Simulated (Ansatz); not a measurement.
# Ta4O: the cost of one run

Method: DFT PBE, scalar-relativistic, plane waves, PAW, in Ansatz 0.2.0.

## Step 1: The structure to begin with

It takes space group P4mm (No. 99, tetragonal). Conventional cell: a = 4.724 Å, b = 4.724 Å, c = 3.793 Å, α = 90.00°, β = 90.00°, γ = 90.00°. Around Ta (site symmetry m) lie 3 Ta at 1.88 to 2.01 Å. O (site symmetry 4mm) has 8 Ta at 2.87 Å as nearest neighbours.

Structure file:

```cif
data_structure
_symmetry_space_group_name_H-M 'P 1'
_symmetry_Int_Tables_number 1
_cell_length_a 4.7241
_cell_length_b 4.7241
_cell_length_c 3.7926
_cell_angle_alpha 90.000
_cell_angle_beta 90.000
_cell_angle_gamma 90.000
_cell_volume 84.64
loop_
_atom_site_label
_atom_site_type_symbol
_atom_site_fract_x
_atom_site_fract_y
_atom_site_fract_z
_atom_site_occupancy
Ta1 Ta 0.30050 0.00000 0.63861 1
Ta2 Ta 0.69950 0.00000 0.63861 1
Ta3 Ta 0.00000 0.30050 0.63861 1
Ta4 Ta 0.00000 0.69950 0.63861 1
O1 O 0.50000 0.50000 0.28758 1
```

The cell is invented: random cell by space group and Wyckoff sites (P4mm, No. 99). The dimensions are guesses.

## Step 2: A first look at the guess

input.yaml reads:

```yaml
crystal:
  lattice:
    - [4.72408043, 0.0, 0.0]
    - [0.0, 4.72408043, 0.0]
    - [0.0, 0.0, 3.7925695]
  atoms:
    - { symbol: Ta, position: [0.30049951, 0.0, 0.63861288] }
    - { symbol: Ta, position: [0.69950049, 0.0, 0.63861288] }
    - { symbol: Ta, position: [0.0, 0.30049951, 0.63861288] }
    - { symbol: Ta, position: [0.0, 0.69950049, 0.63861288] }
    - { symbol: O, position: [0.5, 0.5, 0.28757641] }
basis:
  ecutwfc: 420
kpoints:
  mp_grid: { grid: [4, 4, 4] }
hamiltonian:
  xc: pbe
scf:
  occupations: { method: gaussian, width: 0.1 }
  lower_state_search: "off"
output:
  forces: true
  stress: true
  eigenvalues: true
```

On the command line:

```
$ ansatz run input.yaml --threads 1 --pin off --max-ram 2560MiB --backend cpu --events-out ev --progress --plain --runs-dir out
```

What time and memory should one allow on 1 thread of Arm Neoverse V2, shared host?

About 3.5 s, with a peak of 0.3 GiB.
